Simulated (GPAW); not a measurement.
Crystal: Ir3Rh.

```
Ir Rh
1.0
     3.84034    0.00000    0.00000
     0.00000    3.84034    0.00000
     0.00000    0.00000    3.84034
Ir Rh
3 1
Direct
  0.50000 0.50000 0.00000
  0.00000 0.50000 0.50000
  0.50000 0.00000 0.50000
  0.00000 0.00000 0.00000
```

The cell comes from a database or a generator and needn't be the stable form of this composition.

```yaml
Program: GPAW 26.7.0
Task: relaxation of cell and atoms
Functional: PBEsol
Dispersion: D3
Potentials_or_basis: PAW data sets generated in the run's folder for this functional
Cutoff: 600 eV
Basis: pw
k_mesh: 7 × 7 × 7
Occupations: fermi-dirac, width 0.05 eV
Spin: no spin polarisation
```

At the start: pressure -13.9 GPa; volume 14.16 Å³/atom.

Task: Where does the relaxation end?

Result: Over 4 steps the energy falls by 24.9 meV/atom and the volume is 13.60 Å³/atom (-3.9 %); space group Pm-3m (No. 221, to 0.05 Å).

Step by step:
```tsv
step	energy change (eV)	largest force (eV/Å)	pressure (GPa)	volume (Å³)
1	0.0000	0.0000	-13.90	56.64
2	-0.0543	0.0000	-9.64	55.90
3	-0.0993	0.0000	0.66	54.32
4	-0.0995	0.0000	-0.03	54.42
```

Final structure:
```
Ir Rh
1.0
     3.78953    0.00000    0.00000
     0.00000    3.78953    0.00000
     0.00000    0.00000    3.78953
Ir Rh
3 1
Direct
  0.50000 0.50000 0.00000
  0.00000 0.50000 0.50000
  0.50000 0.00000 0.50000
  0.00000 0.00000 0.00000
```

Caveat: later steps reuse the first step's grids; pairwise dispersion overbinds metals, which lowers pressure and volume.
